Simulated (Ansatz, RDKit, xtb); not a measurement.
**C6H7NO: which of the isomers drawn lies lowest?**

Which of a sample of isomers of C6H7NO is the most stable in the gas at 298.15 K, and what are its properties? The sample is small against all isomers, and the most stable one of this formula need not be in it.

Plan: many cheap relaxations first (GFN2-xTB), then density-functional screening, relaxation at B3LYP/def2-SVP, vibrations (at GFN2-xTB) and a final energy. The numbers are computed, not measured.

### Step 1. Drawing up candidates

Isomers were taken from a list of plausible structures; this is a sample, not all of them. That gives 10 candidates.

| label | SMILES | spin |
| --- | --- | --- |
| c034 | NC1=C[C@@H](C=O)C=C1 | singlet |
| c106 | NC1=C(C=O)C=CC1 | singlet |
| c245 | NC1=CC=C[C@@H]1C=O | singlet |
| c265 | N[C@@H]1C=CC(C=O)=C1 | singlet |
| c314 | N[C@@H]1C=CC=C1C=O | singlet |
| c494 | NC1=C(C=O)CC=C1 | singlet |
| c620 | NC1=CC(C=O)=CC1 | singlet |
| c687 | NC1=CCC=C1C=O | singlet |
| c749 | NC1=CC=C(C=O)C1 | singlet |
| c936 | NC1=CCC(C=O)=C1 | singlet |

Candidates are built by distance geometry, with a force field where one applies, in up to four conformers (letters a to d).

**Question.** With final energies at CCSD(T)/def2-SVP + MP2/def2-TZVPP - MP2/def2-SVP, which structure will this search put lowest in free energy, and by what margin?

| quantity | value |
| --- | --- |
| lowest structure found | NC1=C(C=O)CC=C1, singlet |
| next finalist | NC1=CC=C(C=O)C1, singlet, 5.3 kcal/mol higher in G |
| share at equilibrium, among the finalists | 100.0 % |

The search ends on `NC1=C(C=O)CC=C1`. Among the finalists first place is clear (5.3 kcal/mol); structures outside the list aren't covered. With 3 minima in the window unscreened, the next finalist need not be the second lowest, and margin and share hold for the finalists alone. GFN2-xTB, HF/STO-3G, r2SCAN-D4/def2-SVP, B3LYP/def2-SVP, HF/def2-SVP and MP2/def2-SVP already put its bonding pattern lowest among the structures in one piece. 3 minima inside the window were never screened. The search is not exhaustive (a finite list of starts, one conformer a finalist), so a lower isomer can't be ruled out. Only 10 drawn patterns were tried, so whole families of isomers are missing, and the result ranks only the part of this sample that was screened. The lowest isomer need not be the one that is made and kept in a bottle, which depends on barriers.
